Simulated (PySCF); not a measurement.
# AlHBr (SMILES [AlH][Br]): USVWN5/STO-3G

What is the vertical ionisation energy of AlHBr at USVWN5/STO-3G? The job is set up through a Python script.

Program for the calculation: PySCF 2.14.0.

41 further runs of the same task are left out: 30 for a known fault of the program, 11 set aside as unsound or not needed.

## (1) The structure to begin with

AlHBr has 3 atoms, charge 0, and is taken as a doublet. SMILES: `[AlH][Br]`. The coordinates come from a PBE0-D4/def2-TZVP relaxation.

Bond lengths: Al1–Br2 2.275 Å, Al1–H3 1.602 Å. Angles: Br2–Al1–H3 115.7°.

## (2) A single-point energy at USVWN5/STO-3G

Input file run.py:

```python
# [AlH][Br]
from pyscf import gto, dft

system = gto.M(
    atom='''
Al    -0.296700    -0.628000    -0.239100
Br     1.584500     0.008600     0.871100
H     -1.298900     0.554600    -0.645300
''',
    verbose=4,
    spin=1,
    charge=0,
    basis='sto-3g',
    max_memory=1860,
)

calc0 = dft.UKS(system)
calc0.xc = 'svwn'
calc0.grids.level = 5
calc0.conv_tol = 1e-10
calc0.kernel()
if not calc0.converged:
    calc0 = calc0.newton().run(calc0.mo_coeff, calc0.mo_occ)

energy = calc0.e_tot
print('E = %.10f Eh' % energy)
```

Run with:

```console
$ OMP_NUM_THREADS=1 python run.py
```

What it wrote:

```text
PySCF version 2.14.0

[INPUT] num. atoms = 3
[INPUT] num. electrons = 49
[INPUT] charge = 0
[INPUT] spin (= nelec alpha-beta = 2S) = 1
[INPUT] symmetry False subgroup None
[INPUT] Mole.unit = angstrom
[INPUT] Symbol           X                Y                Z      unit          X                Y                Z       unit  Magmom
[INPUT]  1 Al    -0.296700000000  -0.628000000000  -0.239100000000 AA   -0.560681741158  -1.186748006227  -0.451833516384 Bohr   0.0
[INPUT]  2 Br     1.584500000000   0.008600000000   0.871100000000 AA    2.994271044373   0.016251644671   1.646140427109 Bohr   0.0
[INPUT]  3 H     -1.298900000000   0.554600000000  -0.645300000000 AA   -2.454565263198   1.048042108684  -1.219440268182 Bohr   0.0

nuclear repulsion = 115.724118800114
number of shells = 14
number of NR pGTOs = 84
number of NR cGTOs = 28
basis = sto-3g
ecp = {}

******** <class 'pyscf.dft.uks.UKS'> ********
method = UKS
initial guess = minao
damping factor = 0
level_shift factor = 0
DIIS = <class 'pyscf.scf.diis.CDIIS'>
diis_start_cycle = 1
diis_space = 8
diis_damp = 0
SCF conv_tol = 1e-10
SCF conv_tol_grad = None
SCF max_cycles = 50
direct_scf = True
direct_scf_tol = 1e-13
number electrons alpha = 25  beta = 24
XC library pyscf.dft.libxc version 7.0.0
    S. Lehtola, C. Steigemann, M. J.T. Oliveira, and M. A.L. Marques.,  SoftwareX 7, 1–5 (2018)
XC functionals = svwn
    P. A. M. Dirac.,  Math. Proc. Cambridge Philos. Soc. 26, 376 (1930)
    F. Bloch.,  Z. Phys. 57, 545 (1929)
    S. H. Vosko, L. Wilk, and M. Nusair.,  Can. J. Phys. 58, 1200 (1980)
radial grids:
    Treutler-Ahlrichs [JCP 102, 346 (1995); DOI:10.1063/1.469408] (M4) radial grids

becke partition: Becke, JCP 88, 2547 (1988); DOI:10.1063/1.454033
pruning grids: <function nwchem_prune>
grids dens level: 5
symmetrized grids: False
atomic radii adjust function: <function treutler_atomic_radii_adjust>
small_rho_cutoff = 0
Set gradient conv threshold to 1e-05
tot grids = 111328
init E= -2777.6824639039
[... the frontier-level lines of each cycle are left out ...]

cycle= 1 E= -2781.1419219225  delta_E= -3.46  |g|= 0.254  |ddm|= 1.53
cycle= 2 E= -2780.29028563607  delta_E= 0.852  |g|= 1.02  |ddm|= 2.45
cycle= 3 E= -2781.23339493067  delta_E= -0.943  |g|= 0.0554  |ddm|= 1.82
cycle= 4 E= -2781.23565940786  delta_E= -0.00226  |g|= 0.018  |ddm|= 0.122
cycle= 5 E= -2781.23610863706  delta_E= -0.000449  |g|= 0.0028  |ddm|= 0.0557
cycle= 6 E= -2781.23611848658  delta_E= -9.85e-06  |g|= 0.000339  |ddm|= 0.00871
cycle= 7 E= -2781.23611864191  delta_E= -1.55e-07  |g|= 1.55e-05  |ddm|= 0.00105
cycle= 8 E= -2781.23611864222  delta_E= -3.05e-10  |g|= 2.39e-06  |ddm|= 4.08e-05
cycle= 9 E= -2781.23611864222  delta_E= -8.64e-12  |g|= 2.71e-07  |ddm|= 9.05e-06
Extra cycle  E= -2781.23611864223  delta_E= -3.18e-12  |g|= 2.79e-07  |ddm|= 1.59e-06
converged SCF energy = -2781.23611864223  <S^2> = 0.75146239  2S+1 = 2.0014619
E = -2781.2361186422 Eh
```

It took 1.9 s on 1 thread of Arm Neoverse V2, shared host; peak memory 0.15 GiB.

## (3) The singlet cation, same level

Input file input.py:

```python
from pyscf import gto, dft

molecule = gto.M(
    atom='''
Al      -0.296700      -0.628000      -0.239100
Br       1.584500       0.008600       0.871100
H       -1.298900       0.554600      -0.645300
''',
    basis='sto-3g',
    verbose=4,
    max_memory=1860,
    charge=1,
)

mf = dft.RKS(molecule, xc='svwn')
mf.grids.level = 5
mf.conv_tol = 1e-10
mf.kernel()
if not mf.converged:
    mf = mf.newton().run(mf.mo_coeff, mf.mo_occ)

energy = mf.e_tot
print(f'total energy: {energy:.8f} hartree')
```

Run with:

```console
$ OMP_NUM_THREADS=1 python input.py
```

What it wrote:

```text
PySCF version 2.14.0

[INPUT] num. atoms = 3
[INPUT] num. electrons = 48
[INPUT] charge = 1
[INPUT] spin (= nelec alpha-beta = 2S) = 0
[INPUT] symmetry False subgroup None
[INPUT] Mole.unit = angstrom
[INPUT] Symbol           X                Y                Z      unit          X                Y                Z       unit  Magmom
[INPUT]  1 Al    -0.296700000000  -0.628000000000  -0.239100000000 AA   -0.560681741158  -1.186748006227  -0.451833516384 Bohr   0.0
[INPUT]  2 Br     1.584500000000   0.008600000000   0.871100000000 AA    2.994271044373   0.016251644671   1.646140427109 Bohr   0.0
[INPUT]  3 H     -1.298900000000   0.554600000000  -0.645300000000 AA   -2.454565263198   1.048042108684  -1.219440268182 Bohr   0.0

nuclear repulsion = 115.724118800114
number of shells = 14
number of NR pGTOs = 84
number of NR cGTOs = 28
basis = sto-3g
ecp = {}

******** <class 'pyscf.dft.rks.RKS'> ********
method = RKS
initial guess = minao
damping factor = 0
level_shift factor = 0
DIIS = <class 'pyscf.scf.diis.CDIIS'>
diis_start_cycle = 1
diis_space = 8
diis_damp = 0
SCF conv_tol = 1e-10
SCF conv_tol_grad = None
SCF max_cycles = 50
direct_scf = True
direct_scf_tol = 1e-13
XC library pyscf.dft.libxc version 7.0.0
    S. Lehtola, C. Steigemann, M. J.T. Oliveira, and M. A.L. Marques.,  SoftwareX 7, 1–5 (2018)
XC functionals = svwn
    P. A. M. Dirac.,  Math. Proc. Cambridge Philos. Soc. 26, 376 (1930)
    F. Bloch.,  Z. Phys. 57, 545 (1929)
    S. H. Vosko, L. Wilk, and M. Nusair.,  Can. J. Phys. 58, 1200 (1980)
radial grids:
    Treutler-Ahlrichs [JCP 102, 346 (1995); DOI:10.1063/1.469408] (M4) radial grids

becke partition: Becke, JCP 88, 2547 (1988); DOI:10.1063/1.454033
pruning grids: <function nwchem_prune>
grids dens level: 5
symmetrized grids: False
atomic radii adjust function: <function treutler_atomic_radii_adjust>
small_rho_cutoff = 0
Set gradient conv threshold to 1e-05
Initial guess from minao.
tot grids = 111328
init E= -2777.6824639039
  HOMO = -0.421871737129388  LUMO = -0.205300001385257  gap/eV = 5.89322
cycle= 1 E= -2780.8502950978  delta_E= -3.17  |g|= 0.525  |ddm|= 2.05
  HOMO = -0.356859138199682  LUMO = -0.225914966083629  gap/eV = 3.56317
cycle= 2 E= -2777.20376561871  delta_E= 3.65  |g|= 2.26  |ddm|= 5.19
  HOMO = -0.405960557132825  LUMO = -0.312341291412189  gap/eV = 2.54751
cycle= 3 E= -2781.05294705286  delta_E= -3.85  |g|= 0.0824  |ddm|= 4.45
  HOMO = -0.384547709532901  LUMO = -0.322085097777975  gap/eV = 1.69969
cycle= 4 E= -2781.04848274509  delta_E= 0.00446  |g|= 0.107  |ddm|= 0.457
  HOMO = -0.394620611291676  LUMO = -0.324041446298145  gap/eV = 1.92056
cycle= 5 E= -2781.05600347138  delta_E= -0.00752  |g|= 0.029  |ddm|= 0.236
  HOMO = -0.397338464643285  LUMO = -0.323909729670864  gap/eV = 1.99810
cycle= 6 E= -2781.05643755793  delta_E= -0.000434  |g|= 0.0109  |ddm|= 0.0647
  HOMO = -0.398456297512471  LUMO = -0.324029319471948  gap/eV = 2.02526
cycle= 7 E= -2781.05651474713  delta_E= -7.72e-05  |g|= 0.00365  |ddm|= 0.0265
  HOMO = -0.39877247172195  LUMO = -0.323839138757021  gap/eV = 2.03904
cycle= 8 E= -2781.05652360119  delta_E= -8.85e-06  |g|= 0.000134  |ddm|= 0.0114
  HOMO = -0.398762328597259  LUMO = -0.323842898047729  gap/eV = 2.03866
cycle= 9 E= -2781.0565236124  delta_E= -1.12e-08  |g|= 2.41e-05  |ddm|= 0.000297
  HOMO = -0.398760148906823  LUMO = -0.323843981800447  gap/eV = 2.03857
cycle= 10 E= -2781.05652361286  delta_E= -4.6e-10  |g|= 1.14e-06  |ddm|= 9.95e-05
  HOMO = -0.398760127337741  LUMO = -0.323844002254613  gap/eV = 2.03857
cycle= 11 E= -2781.05652361286  delta_E= -1.36e-12  |g|= 4.63e-08  |ddm|= 3.63e-06
  HOMO = -0.398760148425909  LUMO = -0.323843995764351  gap/eV = 2.03857
Extra cycle  E= -2781.05652361286  delta_E= -9.09e-13  |g|= 1.49e-07  |ddm|= 5.44e-07
converged SCF energy = -2781.05652361286
total energy: -2781.05652361 hartree
```

Wall time 1.5 s (1 thread of Arm Neoverse V2, shared host); peak memory 0.14 GiB.

## (4) What came out

Level: USVWN5/STO-3G.

```
                                          quantity           value
                       doublet AlHBr: total energy  -2781.23612 Eh
                      doublet AlHBr: dipole moment          2.79 D
 doublet AlHBr: HOMO energy (highest over α and β)        -0.81 eV
  doublet AlHBr: LUMO energy (lowest over α and β)         0.54 eV
                               doublet AlHBr: ⟨S²⟩           0.751
                      singlet cation: total energy  -2781.05652 Eh
                       singlet cation: HOMO energy       -10.85 eV
                       singlet cation: LUMO energy        -8.81 eV
                     singlet cation: HOMO–LUMO gap         2.04 eV
vertical ionisation energy (to the singlet cation)        4.887 eV
```

In words: Removing an electron at fixed nuclei costs 4.89 eV (113 kcal/mol). Only the singlet of the ionised species was computed; a triplet could lie lower. In a minimal basis such a difference can be off by several eV, whatever the method. Mulliken charges (doublet AlHBr) run from -0.31 on Br2 to +0.49 on Al1. Mulliken charges (singlet cation) run from +0.01 on H3 to +0.93 on Al1.
